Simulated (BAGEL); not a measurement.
**HF/3-21G (density fitting with qzvpp-jkfit) run of CH4FGeN (SMILES [H]/N=[C](/F)[GeH3])**

Aim: the vertical ionisation energy of CH4FGeN at HF/3-21G (density fitting with qzvpp-jkfit), from 2 runs. 

The calculation is run with BAGEL 1.2.2.

4 further runs of the same task are left out: 2 that didn't finish, 2 set aside as unsound or not needed.

### Step 1. The structure to begin with

CH4FGeN has 8 atoms, charge 0, and is taken as a singlet. SMILES: `[H]/N=[C](/F)[GeH3]`. Geometry: relaxed at PBE0-D4/def2-TZVP.

Bond lengths: N1–C2 1.246 Å, C2–F3 1.346 Å, C2–Ge4 1.978 Å, N1–H5 1.016 Å, Ge4–H6 1.532 Å, Ge4–H7 1.534 Å, Ge4–H8 1.532 Å. Angles: N1–C2–F3 117.4°, N1–C2–Ge4 131.1°, F3–C2–Ge4 111.5°, C2–N1–H5 111.2°, C2–Ge4–H6 108.9°, C2–Ge4–H7 106.6°, C2–Ge4–H8 108.9°, H6–Ge4–H7 111.0°, H6–Ge4–H8 110.4°, H7–Ge4–H8 111.0°.

### Step 2. The energy at HF/3-21G (density fitting with qzvpp-jkfit)

input.json

```json
{ "bagel" : [

{
  "title" : "molecule",
  "basis" : "3-21g",
  "df_basis" : "qzvpp-jkfit",
  "angstrom" : "true",
  "geometry" : [
    { "atom" : "N", "xyz" : [    1.895900,    0.222300,   -0.348500 ] },
    { "atom" : "C", "xyz" : [    0.908100,    0.027300,    0.385600 ] },
    { "atom" : "F", "xyz" : [    1.137400,   -0.127100,    1.702400 ] },
    { "atom" : "Ge", "xyz" : [   -1.019900,   -0.103800,   -0.035500 ] },
    { "atom" : "H", "xyz" : [    1.617200,    0.325400,   -1.319900 ] },
    { "atom" : "H", "xyz" : [   -1.766200,    1.006900,    0.710300 ] },
    { "atom" : "H", "xyz" : [   -1.149700,    0.071600,   -1.553900 ] },
    { "atom" : "H", "xyz" : [   -1.530700,   -1.479600,    0.403700 ] }
  ]
},
{ "title" : "hf" },
{ "title" : "print", "file" : "orbitals.molden", "orbitals" : "true" }

]}
```

Run with:

```
$ BAGEL_NUM_THREADS=1 BAGEL input.json > input.out
```

What it wrote:

```text
* using 1 threads per process

  ===============================================================
  ===============================================================

  *** Geometry ***

  { "atom" : "N", "xyz" : [      3.582732,      0.420086,     -0.658570 ] },
  { "atom" : "C", "xyz" : [      1.716060,      0.051590,      0.728678 ] },
  { "atom" : "F", "xyz" : [      2.149374,     -0.240184,      3.217070 ] },
  { "atom" : "Ge", "xyz" : [     -1.927332,     -0.196154,     -0.067085 ] },
  { "atom" : "H", "xyz" : [      3.056065,      0.614917,     -2.494250 ] },
  { "atom" : "H", "xyz" : [     -3.337634,      1.902765,      1.342272 ] },
  { "atom" : "H", "xyz" : [     -2.172618,      0.135304,     -2.936445 ] },
  { "atom" : "H", "xyz" : [     -2.892604,     -2.796039,      0.762882 ] },

  Number of auxiliary basis functions:      567

  Since a DF basis is specified, we compute 2- and 3-index integrals:
    o Being stored without compression. Storage requirement is 0.015 GB

  Number of basis functions:       57
  Number of electrons      :       58

    * METHOD: MOLECULE                             0.26

  *** RHF ***

  === Nuclear Repulsion ===
   257.9921796246

      * DIIS with orbital gradients will be used.

  === RHF iteration (3-21g) ===
      0      -2258.15272116          0.02391995           0.08
      1      -2258.25636628          0.01614894           0.08
      2      -2258.31164150          0.00175270           0.08
      3      -2258.31349415          0.00092593           0.07
      4      -2258.31383317          0.00029207           0.07
      5      -2258.31392346          0.00011771           0.08
      6      -2258.31393340          0.00003923           0.08
      7      -2258.31393468          0.00000743           0.08
      8      -2258.31393471          0.00000253           0.07
      9      -2258.31393471          0.00000150           0.07
     10      -2258.31393471          0.00000033           0.07
     11      -2258.31393471          0.00000014           0.07
     12      -2258.31393471          0.00000003           0.08
     13      -2258.31393471          0.00000001           0.08
     14      -2258.31393471          0.00000001           0.08
    * SCF iteration converged.

    * Permanent dipole moment:
           (    1.199202,     0.001521,     0.860192) a.u.

    * METHOD: HF                                   1.32

    * METHOD: PRINT                                0.01

  ===============================================================
```

It took 1.8 s on 1 thread of Arm Neoverse V2, shared host; peak memory 0.1 GiB.

### Step 3. The doublet cation

hf.json

```json
{ "bagel" : [

{
  "title" : "molecule",
  "basis" : "3-21g",
  "df_basis" : "qzvpp-jkfit",
  "angstrom" : true,
  "geometry" : [
    { "atom" : "N", "xyz" : [    1.895900,    0.222300,   -0.348500 ] },
    { "atom" : "C", "xyz" : [    0.908100,    0.027300,    0.385600 ] },
    { "atom" : "F", "xyz" : [    1.137400,   -0.127100,    1.702400 ] },
    { "atom" : "Ge", "xyz" : [   -1.019900,   -0.103800,   -0.035500 ] },
    { "atom" : "H", "xyz" : [    1.617200,    0.325400,   -1.319900 ] },
    { "atom" : "H", "xyz" : [   -1.766200,    1.006900,    0.710300 ] },
    { "atom" : "H", "xyz" : [   -1.149700,    0.071600,   -1.553900 ] },
    { "atom" : "H", "xyz" : [   -1.530700,   -1.479600,    0.403700 ] }
  ]
},
{
  "title" : "uhf",
  "charge" : 1,
  "nopen" : 1
},
{
  "title" : "print",
  "file" : "orbitals.molden",
  "orbitals" : true
}

]}
```

Run with:

```
$ BAGEL_NUM_THREADS=1 BAGEL hf.json > hf.out
```

What it wrote:

```text
* using 1 threads per process

  ===============================================================
  ===============================================================

  *** Geometry ***

  { "atom" : "N", "xyz" : [      3.582732,      0.420086,     -0.658570 ] },
  { "atom" : "C", "xyz" : [      1.716060,      0.051590,      0.728678 ] },
  { "atom" : "F", "xyz" : [      2.149374,     -0.240184,      3.217070 ] },
  { "atom" : "Ge", "xyz" : [     -1.927332,     -0.196154,     -0.067085 ] },
  { "atom" : "H", "xyz" : [      3.056065,      0.614917,     -2.494250 ] },
  { "atom" : "H", "xyz" : [     -3.337634,      1.902765,      1.342272 ] },
  { "atom" : "H", "xyz" : [     -2.172618,      0.135304,     -2.936445 ] },
  { "atom" : "H", "xyz" : [     -2.892604,     -2.796039,      0.762882 ] },

  Number of auxiliary basis functions:      567

  Since a DF basis is specified, we compute 2- and 3-index integrals:
    o Being stored without compression. Storage requirement is 0.015 GB

  Number of basis functions:       57
  Number of electrons      :       58

    * METHOD: MOLECULE                             0.27

  *** Open-shell HF ***

  === Nuclear Repulsion ===
   257.9921796246

      * DIIS with orbital gradients will be used.

  === UHF iteration (3-21g) ===
      0      -2257.75215349          0.04659706           0.15
      1      -2257.86755346          0.03951519           0.15
      2      -2257.91165705          0.02912427           0.15
      3      -2257.96313690          0.00423457           0.15
      4      -2257.96842916          0.00296087           0.15
      5      -2257.97451892          0.00147894           0.15
      6      -2257.97661874          0.00054455           0.15
      7      -2257.97703263          0.00025840           0.15
      8      -2257.97725481          0.00012367           0.15
      9      -2257.97738044          0.00010173           0.15
     10      -2257.97746280          0.00007669           0.15
     11      -2257.97758331          0.00005957           0.15
     12      -2257.97764701          0.00003865           0.15
     13      -2257.97766904          0.00002089           0.15
     14      -2257.97767079          0.00001084           0.15
     15      -2257.97767010          0.00000468           0.15
     16      -2257.97767079          0.00000166           0.15
     17      -2257.97767087          0.00000052           0.15
     18      -2257.97767087          0.00000024           0.15
     19      -2257.97767087          0.00000010           0.15
     20      -2257.97767087          0.00000007           0.15
     21      -2257.97767087          0.00000003           0.15
     22      -2257.97767087          0.00000001           0.15
     23      -2257.97767087          0.00000001           0.15
     24      -2257.97767087          0.00000001           0.15
    * SCF iteration converged.

    * S^2 (UHF) is 0.8292

    * Permanent dipole moment:
           (   -1.042393,    -0.263278,     1.202876) a.u.

    * METHOD: UHF                                  3.90

    * METHOD: PRINT                                0.01

  ===============================================================
```

Wall time 4.5 s (1 thread of Arm Neoverse V2, shared host); peak memory 0.1 GiB.

### Step 4. Outcome

Level: HF/3-21G (density fitting with qzvpp-jkfit).

| quantity | value |
| --- | --- |
| singlet CH4FGeN: total energy | -2258.31393 Eh |
| singlet CH4FGeN: dipole moment | 3.75 D |
| singlet CH4FGeN: HOMO energy | -11.34 eV |
| singlet CH4FGeN: LUMO energy | 3.62 eV |
| singlet CH4FGeN: HOMO–LUMO gap | 14.96 eV |
| doublet cation: total energy | -2257.97767 Eh |
| doublet cation: ⟨S²⟩ | 0.829 |
| vertical ionisation energy (to the doublet cation) | 9.150 eV |

In words: The vertical ionisation energy comes to 9.15 eV (883 kJ/mol). The negative HOMO energy of the first species, 11.34 eV, lies 2.19 eV above that difference.
